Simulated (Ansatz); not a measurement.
# CH₆NOSc: one species, many methods

One table from this session's results is given with a row withheld; the runs are named, their logs left out.

Computed with Ansatz 0.2.0, Gaussian basis. Level: functionals in def2-TZVPP, the program's frozen cores in correlated methods.

Levels to be run: LDA (SPW92), PBE-D4, revPBE-D4, BLYP-D4, r2SCAN-D4, B97M-V, PBE0-D4, B3LYP-D4, r2SCANh-D4, r2SCAN0-D4, HSE06-D4, BHLYP-D4, CAM-B3LYP-D4, LC-ωPBE, ωB97X-V, ωB97M-V, B2PLYP, PBE-QIDH; CCSD(T)/def2-SVP; CCSD(T)/def2-TZVPP; MP2/def2-QZVPP; extrapolation to the limit; RPA on PBE.

**Structure used throughout**

The geometry comes from an earlier relaxation with PBE0-D4 in a triple-zeta def2 set; it is a stationary point, not always the lowest conformer.

SMILES `[CH3][Sc]([NH2])[OH]`, 10 atoms, charge 0, spin multiplicity 1.

Atoms are counted from 1 here; the program's logs count them from 0.

Bond lengths: C1–Sc2 2.207 Å, C1–H5 1.097 Å, C1–H6 1.099 Å, C1–H7 1.098 Å, Sc2–N3 1.983 Å, Sc2–O4 1.866 Å, N3–H8 1.012 Å, N3–H9 1.014 Å, O4–H10 0.952 Å. Angles: Sc2–C1–H5 113.3°, Sc2–C1–H6 111.7°, Sc2–C1–H7 112.0°, H5–C1–H6 106.0°, H5–C1–H7 107.0°, H6–C1–H7 106.4°, C1–Sc2–N3 117.8°, C1–Sc2–O4 121.4°, N3–Sc2–O4 120.8°, Sc2–N3–H8 127.9°, Sc2–N3–H9 124.8°, H8–N3–H9 107.2°, Sc2–O4–H10 176.1°.

Set-up of the first run:

in.yaml reads:

```yaml
crystal:
  periodic: [false, false, false]
  atoms:
    - {symbol: C, position_ang: [-1.561043, 0.767268, -0.391719]}
    - {symbol: Sc, position_ang: [0.477159, -0.038721, -0.132229]}
    - {symbol: N, position_ang: [0.780608, -1.327846, 1.343863]}
    - {symbol: O, position_ang: [1.877643, 0.479824, -1.251749]}
    - {symbol: H, position_ang: [-1.873316, 0.826256, -1.442073]}
    - {symbol: H, position_ang: [-1.649060, 1.786950, 0.008997]}
    - {symbol: H, position_ang: [-2.312764, 0.162193, 0.132848]}
    - {symbol: H, position_ang: [1.646230, -1.782704, 1.604036]}
    - {symbol: H, position_ang: [0.065897, -1.652781, 1.984832]}
    - {symbol: H, position_ang: [2.548647, 0.779570, -1.856805]}
basis:
  gaussian: {orbitals: def2-TZVPP}
hamiltonian: {xc: lda}
output: {orbitals: {seedname: orbitals}}
```

The run is started by

```
$ ansatz run in.yaml --threads 4 --pin off --events-out ev --progress --plain --max-ram 10444MiB
```

Among the steps run: LDA; PBE-D4 (GGA); revPBE-D4 (GGA); BLYP-D4 (GGA); r2SCAN-D4 (meta-GGA); B97M-V (meta-GGA); PBE0-D4 (hybrid); B3LYP-D4 (hybrid); r2SCANh-D4 (hybrid); r2SCAN0-D4 (hybrid); HSE06-D4 (hybrid); BHLYP-D4 (hybrid); CAM-B3LYP-D4 (range-separated); LC-ωPBE (range-separated); ωB97X-V (range-separated); ωB97M-V (range-separated); B2PLYP (double hybrid); PBE-QIDH (double hybrid).

One table of the session follows, with a row left open; its other results are not shown here.

It belongs to the step «Orbital energies across the functionals». 

```
  functional  HOMO (eV)  LUMO (eV)  gap (eV)
 LDA (SPW92)          ?          ?         ?
      PBE-D4      -5.32      -2.31      3.01
   revPBE-D4      -5.25      -2.17      3.09
     BLYP-D4      -5.19      -2.35      2.84
   r2SCAN-D4      -5.56      -1.96      3.60
      B97M-V      -5.64      -2.19      3.45
     PBE0-D4      -6.65      -1.38      5.27
    B3LYP-D4      -6.41      -1.77      4.64
  r2SCANh-D4      -6.06      -1.63      4.43
  r2SCAN0-D4      -6.82      -1.17      5.65
    HSE06-D4      -6.24      -1.75      4.49
    BHLYP-D4      -7.88      -0.71      7.17
CAM-B3LYP-D4      -8.06      -0.60      7.46
     LC-ωPBE      -9.47       0.65     10.12
     ωB97X-V      -9.10       0.45      9.55
     ωB97M-V      -8.98       0.07      9.05
```

Estimate the missing values for LDA (SPW92).

**Answer.** HOMO (eV): -5.47; LUMO (eV): -2.54; gap (eV): 2.93. In the column «HOMO (eV)» it lies between r2SCAN-D4 (-5.56) and PBE-D4 (-5.32).
